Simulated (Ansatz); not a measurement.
**C₂H₇BSn: up Jacob's ladder to CCSD(T)**

Aim: compute C₂H₇BSn with functionals from several rungs and with coupled cluster. The yardstick is the atomisation energy at the CCSD(T) limit.

Program: Ansatz 0.2.0, Gaussian basis. Level of theory: functionals in def2-TZVPP, the program's frozen cores in correlated methods. These are calculated values, not measurements.

Plan: PBE-D4, r2SCAN-D4, PBE0-D4, B3LYP-D4, ωB97X-V, ωB97M-V, B2PLYP; CCSD(T)/def2-TZVPP; MP2/def2-QZVPP; extrapolation to the limit.

## (1) The relaxed structure

The geometry comes from an earlier relaxation with PBE0-D4 in a triple-zeta def2 set; it is a stationary point, not always the lowest conformer. Sn takes the def2 core potential; no spin-orbit term is included.

SMILES `B[C](=C)[SnH3]`, 11 atoms, charge 0, spin multiplicity 1.

Atoms are counted from 1 here; the program's logs count them from 0.

Bond lengths: B1–C2 1.539 Å, B1–H5 1.200 Å, B1–H6 1.198 Å, C2–C3 1.342 Å, C2–Sn4 2.138 Å, C3–H7 1.090 Å, C3–H8 1.089 Å, Sn4–H9 1.711 Å, Sn4–H10 1.708 Å, Sn4–H11 1.708 Å. Angles: C2–B1–H5 118.8°, C2–B1–H6 122.3°, H5–B1–H6 118.9°, B1–C2–C3 118.1°, B1–C2–Sn4 122.0°, C3–C2–Sn4 119.8°, C2–C3–H7 120.6°, C2–C3–H8 123.8°, H7–C3–H8 115.6°, C2–Sn4–H9 108.5°, C2–Sn4–H10 110.1°, C2–Sn4–H11 110.1°, H9–Sn4–H10 109.7°, H9–Sn4–H11 109.7°, H10–Sn4–H11 108.7°.

Coordinates:

```tsv
atom	x (Å)	y (Å)	z (Å)
B1	-1.3839	0.4983	0.9638
C2	-0.0566	-0.0472	0.4090
C3	0.8017	-0.6179	1.2685
Sn4	0.4433	0.0801	-1.6660
H5	-1.6051	0.3973	2.1393
H6	-2.2039	1.0201	0.2626
H7	0.5589	-0.6893	2.3290
H8	1.7652	-1.0343	0.9772
H9	1.9832	-0.6290	-1.8995
H10	-0.7195	-0.7494	-2.6019
H11	0.4820	1.7141	-2.1612
```

## (2) PBE-D4 (GGA)

in.yaml reads:

```yaml
crystal:
  periodic: [false, false, false]
  atoms:
    - {symbol: B, position_ang: [-1.383877, 0.498298, 0.963817]}
    - {symbol: C, position_ang: [-0.056607, -0.047199, 0.408974]}
    - {symbol: C, position_ang: [0.801678, -0.617886, 1.268507]}
    - {symbol: Sn, position_ang: [0.443343, 0.080150, -1.666022]}
    - {symbol: H, position_ang: [-1.605114, 0.397311, 2.139286]}
    - {symbol: H, position_ang: [-2.203904, 1.020115, 0.262645]}
    - {symbol: H, position_ang: [0.558943, -0.689273, 2.328951]}
    - {symbol: H, position_ang: [1.765230, -1.034292, 0.977168]}
    - {symbol: H, position_ang: [1.983207, -0.629049, -1.899505]}
    - {symbol: H, position_ang: [-0.719543, -0.749357, -2.601949]}
    - {symbol: H, position_ang: [0.482046, 1.714082, -2.161173]}
basis:
  gaussian: {orbitals: def2-TZVPP}
hamiltonian: {xc: pbe, dispersion: d4}
output: {forces: true, orbitals: {seedname: orbitals}}
```

On the command line:

```
$ ansatz run in.yaml --threads 4 --pin off --events-out ev --progress --plain --max-ram 10444MiB
```

The runs that follow: r2SCAN-D4 (meta-GGA); PBE0-D4 (hybrid); B3LYP-D4 (hybrid); ωB97X-V (range-separated); ωB97M-V (range-separated); B2PLYP (double hybrid); CCSD(T) in def2-TZVPP; MP2 in def2-QZVPP.

**Question.** What will the summary of the whole plan be? Wanted: atomisation energy, CCSD(T)/CBS; farthest; mean size of error, hybrid; mean size of error, range-separated; gap, smallest and largest; T1 diagnostic; triples share of the correlation energy.

**Answer**, as computed:

| quantity | value |
| --- | --- |
| atomisation energy, CCSD(T)/CBS | 3693.1 kJ/mol |
| functionals within 36.9 kJ/mol (1.0 %) | PBE-D4, r2SCAN-D4, PBE0-D4, B3LYP-D4, ωB97X-V, ωB97M-V |
| farthest | B2PLYP (-41.0 kJ/mol) |
| mean size of error, hybrid | 2.6 kJ/mol |
| mean size of error, range-separated | 7.3 kJ/mol |
| gap, smallest and largest | 3.48 eV (PBE-D4), 10.14 eV (ωB97X-V) |
| T1 diagnostic | 0.0129 |
| triples share of the correlation energy | 3.6 % |

In words: PBE-D4 is off by +35.5 kJ/mol. Double hybrids carry the basis error of their MP2 part in triple zeta, and no dispersion term here, so their miss is partly the set-up's. The reference freezes the cores and leaves out spin-orbit coupling and excitations past (T), and its outer-core shells are covered unevenly, so misses under about 36.9 kJ/mol can't be ranked. All levels share the lack of spin-orbit coupling, which lowers the free heavy atoms and so the true binding. Hartree-Fock recovers 75 % of the binding; the rest is correlation. Orbital gaps span 3.5 to 10.1 eV; exact exchange widens them. Correlated methods include outer-core shells of Sn, which these sets cover unevenly.
